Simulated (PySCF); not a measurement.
# C2H8BrGeSi radical: open-shell or spin-flip excitations

Aim: compute the open-shell or spin-flip excitations of C2H8BrGeSi radical (`C[SiH2][CH2][GeH][Br]`).

Computed with PySCF 2.14.0 and routines of our own; the level stands in each step. Atoms count from 0.

## 1. The system as given

13 atoms, charge 0, multiplicity 2; geometry from: GFN2-xTB.

## 2. Open-shell or spin-flip excitations: unrestricted TDA B3LYP/def2-SVPD

The job: settings as JSON, then the geometry in Å.

```
{"job": {"kind": "uabs", "xc": "B3LYP", "basis": "def2-SVPD", "nstates": 10, "tda": true}, "charge": 0, "multiplicity": 2}
C     -1.526409     0.840825     0.350444
Si    -0.736514    -0.847038     0.024127
C      0.867712    -0.658521    -0.996180
Ge     2.451938     0.044715     0.091225
Br     1.963878     2.319308     0.397414
H     -2.492678     0.722037     0.831704
H     -0.910032     1.458852     0.997762
H     -1.683592     1.394867    -0.571462
H     -1.612651    -1.694865    -0.800698
H     -0.420629    -1.544825     1.277762
H      1.167020    -1.625934    -1.396161
H      0.733311     0.014086    -1.843534
H      2.194259    -0.423021     1.619869
```

Level: unrestricted TDA B3LYP/def2-SVPD, vertical, gas phase, core orbitals frozen in the response.

On the command line:

```
$ OMP_NUM_THREADS=1 python excited_run.py task.json out
```

The driver reads the jobs from task.json and runs them one after another.

The log of the run:

```text
coarse grid: 51296 points
cycle   1  E = -5020.9918369327  dE = -1.629e+00  |g| = 4.509e-01  |ddm| = 3.034e+00
cycle   2  E = -5020.8891616884  dE =  1.027e-01  |g| = 6.276e-01  |ddm| = 1.226e+00
cycle   3  E = -5021.0769718016  dE = -1.878e-01  |g| = 7.145e-02  |ddm| = 7.902e-01
cycle   4  E = -5021.0795631587  dE = -2.591e-03  |g| = 2.130e-02  |ddm| = 1.254e-01
cycle   5  E = -5021.0798004259  dE = -2.373e-04  |g| = 8.517e-03  |ddm| = 3.485e-02
cycle   6  E = -5021.0798388017  dE = -3.838e-05  |g| = 2.189e-03  |ddm| = 1.297e-02
cycle   7  E = -5021.0798419119  dE = -3.110e-06  |g| = 8.433e-04  |ddm| = 5.062e-03
final grid: 103432 points
cycle   8  E = -5021.0798743349  dE =  3.251e-07  |g| = 1.383e-03  |ddm| = 6.579e-03
cycle   9  E = -5021.0798724963  dE =  1.839e-06  |g| = 2.287e-03  |ddm| = 5.114e-03
cycle  10  E = -5021.0798754708  dE = -2.974e-06  |g| = 1.138e-04  |ddm| = 3.052e-03
cycle  11  E = -5021.0798754785  dE = -7.756e-09  |g| = 3.248e-05  |ddm| = 1.744e-04
cycle  12  E = -5021.0798754794  dE = -9.022e-10  |g| = 1.682e-05  |ddm| = 8.093e-05
converged SCF energy = -5021.0798754794

Static polarisability (au): isotropic 111.549, principal 91.525 113.081 130.043

<S^2> of the reference = 0.7525 (exact 0.7500)

Excitations
state   eV       nm        f      <S^2>   main configurations
  1   2.5037    495.2   0.00872   0.767   Hb->Lb 0.98
  2   3.1396    394.9   0.01641   0.766   H-1b->Lb 0.95
  3   3.7378    331.7   0.04527   0.772   H-2b->Lb 0.90
  4   3.9875    310.9   0.01612   0.772   H-4b->Lb 0.48, H-3b->Lb 0.39
  5   4.1529    298.5   0.00473   0.771   H-3b->Lb 0.52, H-5b->Lb 0.25, H-4b->Lb 0.18
  6   4.3206    287.0   0.00130   0.767   H-5b->Lb 0.57, H-4b->Lb 0.29
  7   4.3706    283.7   0.04366   0.765   Ha->La 0.91
  8   4.8750    254.3   0.02718   0.772   H-6b->Lb 0.92
  9   5.3368    232.3   0.03599   0.773   Ha->L+1a 0.95
 10   5.5269    224.3   0.06418   0.784   Ha->L+2a 0.88, Ha->L+3a 0.09
```

It took 1.8 min on 1 thread of Intel Xeon at 2.70GHz, shared host; peak memory 0.75 GiB.

Key values:

| quantity | value |
| --- | --- |
| ⟨S²⟩ | 0.752 |

Löwdin spin populations:

C0 0.00; Si1 0.03; C2 0.14; Ge3 0.57; Br4 0.14; H5 0.00; H6 0.00; H7 0.00; H8 0.02; H9 0.00; H10 0.00; H11 0.00; H12 0.10

With diffuse functions Löwdin's scheme smears the spin, so small populations can have the wrong sign.

Orbitals, density, ELF and potential are computed afterwards from the orbital file.

ELF in a plane through or near 6 of the atoms.

Ten even steps from ' ' (0.00) to '@' (1.00):
```
                                                        
              ..::::....                                
          ..--==++++==--::..                            
        ..--++##%%%%%%##++--..                          
        ..--**%%%%####%%##++..    ....                  
          ..==####==++##%%--  ..%%@@##::                
        ....--++########**..  ##@@@@@@--....            
..::==****++--::::======::    %%@@@@%%++**##**==        
::++##@@%%++--##**..::..      ++##--::##@@@@@@%%::      
..**%%@@%%++--++**..====::::::##@@%%==%%@@@@@@##..      
  ++##@@@@##::::..==######**::..**@@##++++**++--        
  ::==######++--==****##@@++..##--..==..                
      ......    ::******##**....--%%%%==..              
              ::**@@@@**::::--@@@@@@@@@@%%::            
              ::##@@%%++    --@@@@@@@@@@@@--            
                ::==::      ..%%@@@@@@@@%%..            
                              ::######--                
                                                        
                                                        
                                                        
```
The map spans 10.5 Å across and 10.3 Å up, centred on the molecule. Atoms in the plane (x, y in Å): C0 (1.6, 0.7), Si1 (0.6, -0.9), Ge3 (-2.4, 0.5), H5 (2.6, 0.6), H6 (1.2, 1.6), H8 (1.3, -2.1).

On the surface of density 0.002 e/bohr³ the electrostatic potential runs, from the 1st to the 99th percentile, from -0.65 V near Br4 to 1.28 V near Ge3.

The spin density lies nearest to Ge3 57 %; H12 12 %; Br4 12 %; C2 11 %.

## 3. Open-shell or spin-flip excitations: unrestricted TDDFT PBE/def2-SVPD

Settings changed since step 2:

```diff
@@ -1,2 +1,2 @@
-{"job": {"kind": "uabs", "xc": "B3LYP", "basis": "def2-SVPD", "nstates": 10, "tda": true}, "charge": 0, "multiplicity": 2}
+{"job": {"kind": "uabs", "xc": "PBE", "basis": "def2-SVPD", "nstates": 10, "tda": false, "grid": 1, "scf": {"aux": "def2-universal-jkfit", "fallback": true}}, "charge": 0, "multiplicity": 2}
 C     -1.526409     0.840825     0.350444
```

Method: unrestricted TDDFT PBE/def2-SVPD, vertical, gas phase, core orbitals frozen in the response.

The log of the run:

```text
final grid: 51296 points
cycle   1  E = -5019.8809126021  dE = -1.613e+00  |g| = 5.569e-01  |ddm| = 3.074e+00
cycle   2  E = -5019.4987792485  dE =  3.821e-01  |g| = 9.718e-01  |ddm| = 1.683e+00
cycle   3  E = -5019.9908181493  dE = -4.920e-01  |g| = 1.614e-01  |ddm| = 1.332e+00
cycle   4  E = -5020.0078155367  dE = -1.700e-02  |g| = 5.027e-02  |ddm| = 3.127e-01
cycle   5  E = -5020.0088901218  dE = -1.075e-03  |g| = 2.632e-02  |ddm| = 8.601e-02
cycle   6  E = -5020.0092592839  dE = -3.692e-04  |g| = 7.229e-03  |ddm| = 4.195e-02
cycle   7  E = -5020.0092939488  dE = -3.466e-05  |g| = 3.149e-03  |ddm| = 1.615e-02
cycle   8  E = -5020.0092996809  dE = -5.732e-06  |g| = 5.208e-04  |ddm| = 5.067e-03
cycle   9  E = -5020.0092997987  dE = -1.179e-07  |g| = 1.562e-04  |ddm| = 1.113e-03
cycle  10  E = -5020.0092998140  dE = -1.528e-08  |g| = 6.908e-05  |ddm| = 3.930e-04
cycle  11  E = -5020.0092998168  dE = -2.790e-09  |g| = 1.503e-05  |ddm| = 1.336e-04
cycle  12  E = -5020.0092998170  dE = -1.965e-10  |g| = 4.874e-06  |ddm| = 3.869e-05
converged SCF energy = -5020.0092998170

Static polarisability (au): isotropic 115.336, principal 93.520 116.955 135.535

<S^2> of the reference = 0.7517 (exact 0.7500)

Excitations
state   eV       nm        f      <S^2>   main configurations
  1   2.2436    552.6   0.00504   0.761   Hb->Lb 0.99
  2   2.8413    436.4   0.01253   0.758   H-1b->Lb 0.97
  3   3.3763    367.2   0.00836   0.760   H-2b->Lb 0.75, H-3b->Lb 0.24
  4   3.4817    356.1   0.02938   0.761   H-3b->Lb 0.71, H-2b->Lb 0.21
  5   3.6592    338.8   0.01882   0.761   H-4b->Lb 0.92
  6   3.8478    322.2   0.00737   0.769   H-5b->Lb 0.97
  7   4.1117    301.5   0.02900   0.762   Ha->La 0.98
  8   4.2651    290.7   0.01304   0.764   H-6b->Lb 0.98
  9   4.9609    249.9   0.02198   0.768   Ha->L+1a 0.98
 10   5.2130    237.8   0.04436   0.775   Ha->L+2a 0.98
```

Wall time 97 s (1 thread of Intel Xeon at 2.70GHz, shared host); peak memory 0.64 GiB.

From this job:

| quantity | value |
| --- | --- |
| ⟨S²⟩ | 0.752 |

## 4. Summary of results

| quantity | value |
| --- | --- |
| lowest and brightest state of nearly pure spin, of 10 (step 2, unrestricted TDA B3LYP/def2-SVPD) | 2.50 eV; 5.53 eV, f = 0.064 |
| surface potential, 1st and 99th percentile | -0.65 V and 1.28 V |
| lowest and brightest state of nearly pure spin, of 10 (step 3, unrestricted TDDFT PBE/def2-SVPD) | 2.24 eV; 5.21 eV, f = 0.044 |

The lowest state of nearly pure spin runs from 2.24 to 2.50 eV over the runs.
